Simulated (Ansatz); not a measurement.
# GaH2O2F (SMILES [OH][Ga]([OH])[F]): CCSD(T)/6-31G(d) (spherical functions)

Aim: the electronic atomisation energy of GaH2O2F at CCSD(T)/6-31G* (spherical functions), from 5 runs. 

The calculation is run with Ansatz 0.2.0.

62 further runs of the same task are left out: 62 set aside as unsound or not needed.

### 1 The molecule

GaH2O2F has 6 atoms, charge 0, and is taken as a singlet. As SMILES, `[OH][Ga]([OH])[F]`. The coordinates come from a PBE0-D4/def2-TZVP relaxation. This is one conformer, not always the lowest.

Bond lengths: O1–Ga2 1.769 Å, Ga2–O3 1.762 Å, Ga2–F4 1.743 Å, O1–H5 0.960 Å, O3–H6 0.960 Å. Angles: O1–Ga2–O3 123.2°, O1–Ga2–F4 118.9°, O3–Ga2–F4 117.8°, Ga2–O1–H5 113.2°, Ga2–O3–H6 112.9°.

### 2 A single-point energy at CCSD(T)/6-31G(d) (spherical functions)

Contents of run.yaml:

```yaml
crystal:
  periodic: [false, false, false]
  atoms:
    - {symbol: O, position_ang: [-0.297200, 1.351000, -0.574800]}
    - {symbol: Ga, position_ang: [-0.068200, -0.342400, -0.117600]}
    - {symbol: O, position_ang: [0.794400, -0.842300, 1.335300]}
    - {symbol: F, position_ang: [-0.722600, -1.588800, -1.144800]}
    - {symbol: H, position_ang: [-0.788800, 1.459000, -1.392800]}
    - {symbol: H, position_ang: [1.124200, -0.100400, 1.848500]}
basis:
  gaussian:
    orbitals: 6-31G_st_-spherical.json
correlation:
  method: ccsd_t
  frozen_orbitals: {F: 1, Ga: 9, H: 0, O: 1}
accuracy: high
scf:
  omitted_lower_state_checks: [cluster_reference, increment]
```

The basis set 6-31G* is read from a file made from the Basis Set Exchange's data (not shown).

Started as:

```sh
$ ansatz run run.yaml --threads 1 --pin off --max-ram 3480MiB --events-out events.jsonl --progress --plain --runs-dir runs
```

What it wrote:

```text
Warning: RAYON_NUM_THREADS=1 ignored (pool sized by the plan → 1); use --threads N
Functional definition: HF
  name "HF"
  exchange = exact_x
  correlation = 0
these checks for a lower state are left out or cut short: cluster_reference, increment
1622 factors; integrals over basis functions are off by at most 4.1e-9 eV
mean field evaluation 1: about -59135.8956 eV, gradient 5.1e1 eV
mean field evaluation 2: about -59135.9645 eV, gradient 5.1e1 eV
mean field evaluation 4: about -59140.5483 eV, gradient 2.8e0 eV
mean field evaluation 8: about -59140.5774 eV, gradient 2.4e-1 eV
mean field evaluation 16: about -59140.5776 eV, gradient 1.1e-8 eV
mean field -59140.57760717 eV, -2173.3761401401 hartree, gradient 1.1e-8 eV, S^2 0.000000; 0 other end points of the search recorded, 0 dependent functions left out
12 core orbitals not correlated: weight in the atoms' cores, before any rotation towards them, 1.000 or more for the frozen orbitals, at most 0.000 for the correlated occupied ones
reference -59140.57760717 eV, -2173.3761401401 hartree; 17, 17 occupied and 49, 49 virtual orbitals, 1622 factors
second order -21.11564972 eV of doubles, -0.00000000 eV of singles
cycle   1  -20.18985162 eV  change    9.3e-1 eV  update   1.2e-1
cycle   2  -20.73749543 eV  change   -5.5e-1 eV  update   3.5e-2
cycle   3  -20.86651662 eV  change   -1.3e-1 eV  update   1.9e-2
cycle   4  -20.85335838 eV  change    1.3e-2 eV  update   4.2e-3
cycle   5  -20.84829044 eV  change    5.1e-3 eV  update   1.7e-3
cycle   6  -20.84878366 eV  change   -4.9e-4 eV  update   5.5e-4
cycle   7  -20.84866979 eV  change    1.1e-4 eV  update   1.6e-4
cycle   8  -20.84854691 eV  change    1.2e-4 eV  update   6.4e-5
cycle   9  -20.84854610 eV  change    8.0e-7 eV  update   2.1e-5
cycle  10  -20.84856832 eV  change   -2.2e-5 eV  update   7.8e-6
cycle  11  -20.84856142 eV  change    6.9e-6 eV  update   2.9e-6
cycle  12  -20.84856284 eV  change   -1.4e-6 eV  update   1.1e-6
cycle  13  -20.84856392 eV  change   -1.1e-6 eV  update   3.7e-7
cycle  14  -20.84856408 eV  change   -1.6e-7 eV  update   1.6e-7
cycle  15  -20.84856421 eV  change   -1.3e-7 eV  update   6.5e-8
cycle  16  -20.84856424 eV  change   -3.2e-8 eV  update   2.9e-8
cycle  17  -20.84856369 eV  change    5.6e-7 eV  update   1.2e-7
cycle  18  -20.84856367 eV  change    1.5e-8 eV  update   2.8e-8
cycle  19  -20.84856363 eV  change    3.9e-8 eV  update   9.4e-9
cycle  20  -20.84856363 eV  change    5.0e-9 eV  update   3.2e-9
cycle  21  -20.84856363 eV  change   9.7e-10 eV  update   1.0e-9
perturbative correction -0.39268071 eV, -0.0144307500 hartree
Total energy: -59161.81885151 eV, -2174.1567414717 hartree
Checks for a lower state left out: cluster_reference, increment
```

Run time: 19 s. Hardware: 1 thread of Arm Neoverse V2, shared host; peak memory 0.36 GiB.

### 3 The F atom at the same level

Contents of in.yaml:

```yaml
basis:
  gaussian:
    orbitals: 6-31G_st_-spherical.json
crystal:
  periodic: [false, false, false]
  atoms:
    - {symbol: F, position_ang: [0.000000, 0.000000, 0.000000]}
magnetization:
  spin_polarized: true
  initial_magnetization: 1
correlation:
  method: ccsd_t
  frozen_orbitals: {F: 1}
accuracy: high
scf:
  omitted_lower_state_checks: [cluster_reference, increment]
```

The basis set 6-31G* is read from a file made from the Basis Set Exchange's data (not shown).

Run the same way, it converges to -99.49686 Eh (log not shown).

### 4 The Ga atom

Contents of molecule.yaml:

```yaml
crystal:
  periodic: [false, false, false]
  atoms:
    - {symbol: Ga, position_ang: [0.000000, 0.000000, 0.000000]}
basis:
  gaussian: {orbitals: 6-31G_st_-spherical.json}
magnetization: {spin_polarized: true, initial_magnetization: 1}
correlation: {method: ccsd_t, frozen_orbitals: {Ga: 9}}
accuracy: high
scf: {omitted_lower_state_checks: [cluster_reference, increment]}
```

The basis set 6-31G* is read from a file made from the Basis Set Exchange's data (not shown).

Run the same way, it converges to -1923.15147 Eh (log not shown).

### 5 The H atom: a single-point energy at UHF/6-31G(d) (spherical functions)

Contents of molecule.yaml:

```yaml
crystal:
  periodic: [false, false, false]
  atoms:
    - {symbol: H, position_ang: [0.000000, 0.000000, 0.000000]}
basis:
  gaussian:
    orbitals: "6-31G*"
accuracy: high
magnetization:
  spin_polarized: true
  initial_magnetization: 1
hamiltonian:
  xc: hf
```

Started as:

```sh
$ ansatz run molecule.yaml --threads 1 --pin off --max-ram 3480MiB --events-out events.jsonl --progress --plain --runs-dir runs
```

What it wrote:

```text
Warning: RAYON_NUM_THREADS=1 ignored (pool sized by the plan → 1); use --threads N
Functional definition: HF
  name "HF"
  exchange = exact_x
  correlation = 0
3 factors; integrals over basis functions are off by at most 5.4e-10 eV
mean field evaluation 1: about -13.5385 eV, gradient 1.4e0 eV
mean field evaluation 2: about -13.5385 eV, gradient 1.4e0 eV
mean field evaluation 4: about -13.5577 eV, gradient 3.5e-5 eV
mean field evaluation 8: about -13.5576 eV, gradient 2.4e-12 eV
mean field -13.55760813 eV, -0.4982329092 hartree, gradient 4.4e-8 eV, S^2 0.750000; 0 other end points of the search recorded, 0 dependent functions left out
reference -13.55760813 eV, -0.4982329092 hartree; 1, 0 occupied and 1, 2 virtual orbitals, 3 factors
Total energy: -13.55760813 eV, -0.4982329092 hartree
```

Run time: 0.1 s. Hardware: 1 thread of Arm Neoverse V2, shared host.

### 6 The O atom

Contents of run.yaml:

```yaml
crystal:
  periodic: [false, false, false]
  atoms:
    - {symbol: O, position_ang: [0.000000, 0.000000, 0.000000]}
basis:
  gaussian:
    orbitals: 6-31G_st_-spherical.json
magnetization:
  spin_polarized: true
  initial_magnetization: 2
correlation:
  method: ccsd_t
  frozen_orbitals: {O: 1}
accuracy: high
scf:
  omitted_lower_state_checks: [cluster_reference, increment]
```

The basis set 6-31G* is read from a file made from the Basis Set Exchange's data (not shown).

Run the same way, it converges to -74.89475 Eh (log not shown).

### 7 What came out

At CCSD(T)/6-31G* (spherical functions), 12 core orbitals frozen:

| quantity | value |
| --- | --- |
| molecule: total energy | -2174.15674 Eh |
| molecule: correlation energy (12 core orbitals frozen) | -780.6 mEh |
| molecule: (T) correction | -14.43 mEh |
| molecule: T1 diagnostic | 0.015 |
| F atom: total energy | -99.49686 Eh |
| F atom: correlation energy (1 core orbital frozen) | -133.5 mEh |
| F atom: (T) correction | -1.19 mEh |
| F atom: ⟨S²⟩ of the reference determinant | 0.753 |
| F atom: T1 diagnostic | 0.005 |
| Ga atom: total energy | -1923.15147 Eh |
| Ga atom: correlation energy (9 core orbitals frozen) | -208.0 mEh |
| Ga atom: (T) correction | -3.95 mEh |
| Ga atom: ⟨S²⟩ of the reference determinant | 0.758 |
| Ga atom: T1 diagnostic | 0.010 |
| H atom: total energy | -0.49823 Eh |
| H atom: ⟨S²⟩ | 0.750 |
| O atom: total energy | -74.89475 Eh |
| O atom: correlation energy (1 core orbital frozen) | -111.6 mEh |
| O atom: (T) correction | -0.84 mEh |
| O atom: ⟨S²⟩ of the reference determinant | 2.006 |
| O atom: T1 diagnostic | 0.005 |
| electronic atomisation energy | 19.659 eV |

In words: Taking the molecule apart into free atoms costs 19.66 eV (453 kcal/mol), before zero-point energy and without spin-orbit coupling. The triples (molecule) make up 1.8 % of the correlation energy. The triples (F atom) make up 0.9 % of the correlation energy. The triples (Ga atom) make up 1.9 % of the correlation energy. The triples (O atom) make up 0.8 % of the correlation energy.
